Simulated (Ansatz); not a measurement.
Here is an Ansatz input file for CH6GeO3, SMILES O[CH2][GeH]([OH])[OH]. Write the same calculation for the Python package.

```yaml
crystal:
  periodic: [false, false, false]
  atoms:
    - { symbol: O, position_ang: [-1.7588, -0.7026, 1.0119] }
    - { symbol: C, position_ang: [-0.4738, -0.9596, 0.7149] }
    - { symbol: Ge, position_ang: [0.3993, 0.622, -0.0032] }
    - { symbol: O, position_ang: [2.2216, 0.2401, -0.3158] }
    - { symbol: O, position_ang: [-0.3584, 1.1271, -1.5265] }
    - { symbol: H, position_ang: [-2.2673, -0.5593, 0.1231] }
    - { symbol: H, position_ang: [-0.3752, -1.7868, -0.0153] }
    - { symbol: H, position_ang: [0.0765, -1.2515, 1.6447] }
    - { symbol: H, position_ang: [0.3535, 1.7843, 1.092] }
    - { symbol: H, position_ang: [2.54, 1.0791, -0.618] }
    - { symbol: H, position_ang: [-0.2919, 0.3503, -2.0871] }
basis:
  gaussian: { orbitals: "6-31G*" }
hamiltonian:
  xc: cam_b3lyp
output:
  forces: true
```

On the command line:
```console
$ ansatz run input.yaml --threads 1 --pin off --max-ram 4096MiB --backend cpu --events-out ev --progress --plain --runs-dir out
Engine: ansatz 0.2.0, x86_64-unknown-linux-gnu
Functional definition: CAM-B3LYP
  parameter alpha = 0.19
  parameter beta = 0.46
  parameter omega = 0.33/bohr
  parameter ac = 0.81
  exchange = (1 - alpha - beta)*b88_x + beta*b88_x_sr(omega) + alpha*exact_x + beta*exact_x_lr(omega)
  correlation = (1 - ac)*vwn5_c + ac*lyp_c
1021 factors; integrals over basis functions are off by at most 1.3e-3 eV
317 factors; integrals over basis functions are off by at most 6.0e-6 eV
mean field evaluation 1: about -63777.2320 eV, gradient 7.4e1 eV
mean field evaluation 2: about -63770.5482 eV, gradient 9.9e1 eV
mean field evaluation 4: about -63786.6993 eV, gradient 3.1e0 eV
mean field evaluation 8: about -63786.8596 eV, gradient 2.7e-1 eV
mean field evaluation 16: about -63786.8598 eV, gradient 1.9e-4 eV
mean field -63786.85977827 eV, -2344.1238605648 hartree, gradient 1.4e-5 eV, S^2 0.000000; 0 other end points of the search recorded, 0 dependent functions left out
the calculation of the forces begins
reference -63786.85989662 eV, -2344.1238649142 hartree; 34, 34 occupied and 73, 73 virtual orbitals, 1021 factors
Total energy: -63786.85989662 eV, -2344.1238649142 hartree
Atom 0 at    -1.758800    -0.702600     1.011900 Å, force    -4.196606     0.937300    -1.532364 eV/Å
Atom 1 at    -0.473800    -0.959600     0.714900 Å, force     3.005174    -1.188544    -0.549950 eV/Å
Atom 2 at     0.399300     0.622000    -0.003200 Å, force     2.295017     0.349180     1.207868 eV/Å
Atom 3 at     2.221600     0.240100    -0.315800 Å, force    -2.499656    -0.565436     0.539957 eV/Å
Atom 4 at    -0.358400     1.127100    -1.526500 Å, force    -0.125771     0.288526     0.255339 eV/Å
Atom 5 at    -2.267300    -0.559300     0.123100 Å, force     1.177079    -0.299776     2.373954 eV/Å
Atom 6 at    -0.375200    -1.786800    -0.015300 Å, force     0.196547    -0.060266     0.293167 eV/Å
Atom 7 at     0.076500    -1.251500     1.644700 Å, force    -0.452325     0.137175    -0.648100 eV/Å
Atom 8 at     0.353500     1.784300     1.092000 Å, force    -0.130342    -0.378089    -0.883670 eV/Å
Atom 9 at     2.540000     1.079100    -0.618000 Å, force     0.791384     1.010344    -0.434769 eV/Å
Atom 10 at    -0.291900     0.350300    -2.087100 Å, force    -0.060502    -0.230413    -0.621431 eV/Å
Dipole moment:    -0.139570    -0.129625    -0.281778 e Å
```

Script `energy_ch6geo3.py`:
```python
'''Single point of CH6GeO3 in a Gaussian basis.'''

import ansatz as az
import numpy as np
import pandas as pd

BASIS_SET = '6-31G*'
XC = 'CAM-B3LYP'

geometry_ang = [
    ('O', (-1.7588, -0.7026, 1.0119)),
    ('C', (-0.4738, -0.9596, 0.7149)),
    ('Ge', (0.3993, 0.622, -0.0032)),
    ('O', (2.2216, 0.2401, -0.3158)),
    ('O', (-0.3584, 1.1271, -1.5265)),
    ('H', (-2.2673, -0.5593, 0.1231)),
    ('H', (-0.3752, -1.7868, -0.0153)),
    ('H', (0.0765, -1.2515, 1.6447)),
    ('H', (0.3535, 1.7843, 1.092)),
    ('H', (2.54, 1.0791, -0.618)),
    ('H', (-0.2919, 0.3503, -2.0871)),
]
mol = az.Crystal.molecule()
for symbol, xyz in geometry_ang:
    mol = mol.atom(symbol, xyz)

base = mol.calculation()
base = base.basis(gaussian=BASIS_SET)
base = base.functional(XC)
base = base.forces()
data = base.session().plan(threads=1).execute().report

print(f'E = {data["free_energy_ev"]:.6f} eV = {data["free_energy_ev"] / 27.211386246:.7f} Ha')
print('converged:', data['converged'], ' doubts:', data['published_state_doubts'] or 'none')

state = data['mean_field']['state']
print(f'mean field: {state["energy"]["hartree"]:.7f} Ha, <S^2> = {abs(state["spin_squared"]):.4f}, stability: {state.get("stability", {}).get("kind")}')

symbols = [site.symbol for site in mol.cartesian_sites]
print('forces (eV/A)')
for symbol, f in zip(symbols, data['forces_ev_ang']):
    print(f'  {symbol:2s} {f[0]:9.4f} {f[1]:9.4f} {f[2]:9.4f}')

charges = data['charge_distribution']
table = pd.DataFrame({'atom': symbols, 'mulliken': charges['mulliken_charges_e'], 'lowdin': charges['lowdin_charges_e']})
print(table.round(3).to_string())
print('dipole (e A):', np.round(charges['dipole_moment_e_ang'], 4) + 0.0)
```

Running `python energy_ch6geo3.py` prints:
```text
E = -63786.859897 eV = -2344.1238649 Ha
converged: True  doubts: none
mean field: -2344.1238649 Ha, <S^2> = 0.0000, stability: minimum
forces (eV/A)
  O    -4.1966    0.9373   -1.5324
  C     3.0052   -1.1885   -0.5499
  Ge    2.2950    0.3492    1.2079
  O    -2.4997   -0.5654    0.5400
  O    -0.1258    0.2885    0.2553
  H     1.1771   -0.2998    2.3740
  H     0.1965   -0.0603    0.2932
  H    -0.4523    0.1372   -0.6481
  H    -0.1303   -0.3781   -0.8837
  H     0.7914    1.0103   -0.4348
  H    -0.0605   -0.2304   -0.6214
   atom  mulliken  lowdin
0     O    -0.572  -0.246
1     C    -0.134  -0.222
2    Ge     0.534  -0.071
3     O    -0.702  -0.353
4     O    -0.686  -0.292
5     H     0.404   0.325
6     H     0.141   0.124
7     H     0.177   0.148
8     H     0.004  -0.002
9     H     0.412   0.287
10    H     0.422   0.301
dipole (e A): [-0.1396 -0.1296 -0.2818]
```

Total energies depend on the basis set; only differences at equal settings carry meaning. The geometry is a force-field or estimated start, not a minimum of this method, and the basis set is short of its limit. The Löwdin charges here are taken after orthogonalising the functions within each atom; they differ from plain Löwdin charges, and their signs can be unphysical. The whole script took 4.8 s on 1 thread of Intel(R) Xeon(R) 6975P-C (Granite Rapids) (shared host), peak memory 0.39 GiB.

(Lines on the test bed's own set-up are left out of the output.)
